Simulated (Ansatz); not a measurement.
**Molecular dynamics of CsCdBO$_{3}$**

The input (input.yaml):

```yaml
accuracy: low
crystal:
  lattice:
    - [7.7182, 0.0, 0.0]
    - [0.0, 7.7182, 0.0]
    - [0.0, 0.0, 7.7182]
  atoms:
    - { symbol: Cs, position: [0.63924, 0.13924, 0.36076] }
    - { symbol: Cs, position: [0.13924, 0.36076, 0.63924] }
    - { symbol: Cs, position: [0.36076, 0.63924, 0.13924] }
    - { symbol: Cs, position: [0.86076, 0.86076, 0.86076] }
    - { symbol: Cd, position: [0.645294, 0.354706, 0.854706] }
    - { symbol: Cd, position: [0.145294, 0.145294, 0.145294] }
    - { symbol: Cd, position: [0.854706, 0.645294, 0.354706] }
    - { symbol: Cd, position: [0.354706, 0.854706, 0.645294] }
    - { symbol: B, position: [0.598793, 0.598793, 0.598793] }
    - { symbol: B, position: [0.401207, 0.098793, 0.901207] }
    - { symbol: B, position: [0.098793, 0.901207, 0.401207] }
    - { symbol: B, position: [0.901207, 0.401207, 0.098793] }
    - { symbol: O, position: [0.523044, 0.088821, 0.765798] }
    - { symbol: O, position: [0.234202, 0.023044, 0.411179] }
    - { symbol: O, position: [0.588821, 0.734202, 0.476956] }
    - { symbol: O, position: [0.023044, 0.411179, 0.234202] }
    - { symbol: O, position: [0.734202, 0.476956, 0.588821] }
    - { symbol: O, position: [0.088821, 0.765798, 0.523044] }
    - { symbol: O, position: [0.476956, 0.588821, 0.734202] }
    - { symbol: O, position: [0.765798, 0.523044, 0.088821] }
    - { symbol: O, position: [0.411179, 0.234202, 0.023044] }
    - { symbol: O, position: [0.976956, 0.911179, 0.265798] }
    - { symbol: O, position: [0.265798, 0.976956, 0.911179] }
    - { symbol: O, position: [0.911179, 0.265798, 0.976956] }
basis:
  ecutwfc: 500.0
kpoints:
  mp_grid: { grid: [2, 2, 2] }
hamiltonian:
  xc: r2scan
scf:
  occupations: { method: fermi_dirac, width: 0.05 }
  lower_state_search: "off"
md:
  timestep: 1
  n_steps: 90
  ensemble: nvt_langevin
  temperature: 900.0
  initial_velocities: maxwell_boltzmann
  seed: 422594
  friction: 0.05
```

Command:

```bash
$ ansatz run input.yaml --threads 4 --pin off --max-ram 10240MiB --backend cpu --events-out ev --progress --plain --runs-dir out
```

It starts from an unrelaxed structure (largest force component 0.66 eV/Å).

Output, in part (step lines):

```
md step     0: t =     0.00 fs  T =   862.5 K  F+E_penalty+E_count = -63283.13487861 eV  E_kin = 2.675682 eV  (10 SCF iters)
md step     1: t =     1.00 fs  T =   812.1 K  F+E_penalty+E_count = -63283.07974451 eV  E_kin = 2.519434 eV  (9 SCF iters)
md step     2: t =     2.00 fs  T =   783.2 K  F+E_penalty+E_count = -63282.97341744 eV  E_kin = 2.429535 eV  (9 SCF iters)
md step     3: t =     3.00 fs  T =   636.5 K  F+E_penalty+E_count = -63282.84312450 eV  E_kin = 1.974505 eV  (9 SCF iters)
md step     4: t =     4.00 fs  T =   576.3 K  F+E_penalty+E_count = -63282.71534058 eV  E_kin = 1.787902 eV  (8 SCF iters)
md step     5: t =     5.00 fs  T =   544.0 K  F+E_penalty+E_count = -63282.60525297 eV  E_kin = 1.687615 eV  (7 SCF iters)
md step     6: t =     6.00 fs  T =   529.5 K  F+E_penalty+E_count = -63282.51073781 eV  E_kin = 1.642488 eV  (7 SCF iters)
md step     7: t =     7.00 fs  T =   557.5 K  F+E_penalty+E_count = -63282.43017883 eV  E_kin = 1.729594 eV  (7 SCF iters)
[... lines left out ...]
md step    90: t =    90.00 fs  T =   959.2 K  F+E_penalty+E_count = -63281.52848244 eV  E_kin = 2.975698 eV  (9 SCF iters)
```

The steps, from the saved trajectory:

```json
{"time (fs)": "0", "T (K)": "862", "potential energy less start (eV)": "0.000"}
{"time (fs)": "3", "T (K)": "636", "potential energy less start (eV)": "0.292"}
{"time (fs)": "6", "T (K)": "529", "potential energy less start (eV)": "0.624"}
{"time (fs)": "9", "T (K)": "622", "potential energy less start (eV)": "0.798"}
{"time (fs)": "12", "T (K)": "735", "potential energy less start (eV)": "0.782"}
{"time (fs)": "15", "T (K)": "651", "potential energy less start (eV)": "0.572"}
{"time (fs)": "18", "T (K)": "763", "potential energy less start (eV)": "0.549"}
{"time (fs)": "21", "T (K)": "553", "potential energy less start (eV)": "0.867"}
{"time (fs)": "24", "T (K)": "576", "potential energy less start (eV)": "1.001"}
{"time (fs)": "27", "T (K)": "772", "potential energy less start (eV)": "0.868"}
{"time (fs)": "30", "T (K)": "812", "potential energy less start (eV)": "1.007"}
{"time (fs)": "33", "T (K)": "639", "potential energy less start (eV)": "1.439"}
{"time (fs)": "36", "T (K)": "629", "potential energy less start (eV)": "1.619"}
{"time (fs)": "39", "T (K)": "773", "potential energy less start (eV)": "1.529"}
{"time (fs)": "42", "T (K)": "705", "potential energy less start (eV)": "1.305"}
{"time (fs)": "45", "T (K)": "636", "potential energy less start (eV)": "1.414"}
{"time (fs)": "48", "T (K)": "542", "potential energy less start (eV)": "1.502"}
{"time (fs)": "51", "T (K)": "876", "potential energy less start (eV)": "1.425"}
{"time (fs)": "54", "T (K)": "972", "potential energy less start (eV)": "1.426"}
{"time (fs)": "57", "T (K)": "674", "potential energy less start (eV)": "1.618"}
{"time (fs)": "60", "T (K)": "776", "potential energy less start (eV)": "1.701"}
{"time (fs)": "63", "T (K)": "903", "potential energy less start (eV)": "1.673"}
{"time (fs)": "66", "T (K)": "962", "potential energy less start (eV)": "1.578"}
{"time (fs)": "69", "T (K)": "974", "potential energy less start (eV)": "1.522"}
{"time (fs)": "72", "T (K)": "929", "potential energy less start (eV)": "1.715"}
{"time (fs)": "75", "T (K)": "721", "potential energy less start (eV)": "2.109"}
{"time (fs)": "78", "T (K)": "897", "potential energy less start (eV)": "2.319"}
{"time (fs)": "81", "T (K)": "974", "potential energy less start (eV)": "2.069"}
{"time (fs)": "84", "T (K)": "1054", "potential energy less start (eV)": "1.814"}
{"time (fs)": "87", "T (K)": "1052", "potential energy less start (eV)": "1.726"}
{"time (fs)": "90", "T (K)": "959", "potential energy less start (eV)": "1.606"}
```

All steps were run. A run of 0.09 ps of so small a system gives no equilibrium averages. Limits of this set-up: low accuracy level.

Mean squared displacements from the first frame to the last, about the centre of mass: Cs 0.06 Å², Cd 0.03 Å², B 0.03 Å², O 0.05 Å².

Last frame:

```xyz
24
Lattice="7.7182 0.0000 0.0000 0.0000 7.7182 0.0000 0.0000 0.0000 7.7182" Properties=species:S:1:pos:R:3
Cs 5.199 0.865 2.760
Cs 1.153 2.638 5.160
Cs 2.571 4.893 1.243
Cs 6.615 6.789 6.644
Cd 4.847 2.745 6.501
Cd 0.807 1.024 1.196
Cd 6.630 4.979 2.763
Cd 2.780 6.495 4.976
B 4.827 4.533 4.710
B 2.943 0.796 6.993
B 0.799 7.008 3.186
B 6.801 3.036 0.862
O 3.896 0.924 5.923
O 1.744 0.244 2.994
O 4.729 5.740 3.795
O -0.018 3.286 1.911
O 5.793 3.706 4.512
O 0.870 5.965 4.094
O 3.868 4.607 5.760
O 5.825 3.932 0.486
O 3.104 1.781 0.255
O 7.489 7.052 2.311
O 1.982 7.498 6.904
O 6.964 1.852 7.707
```

Time of the run: 21 min on 4 threads of AMD EPYC 7R13 Processor (Zen 3), with other jobs on the host, peak memory 2.6 GiB.
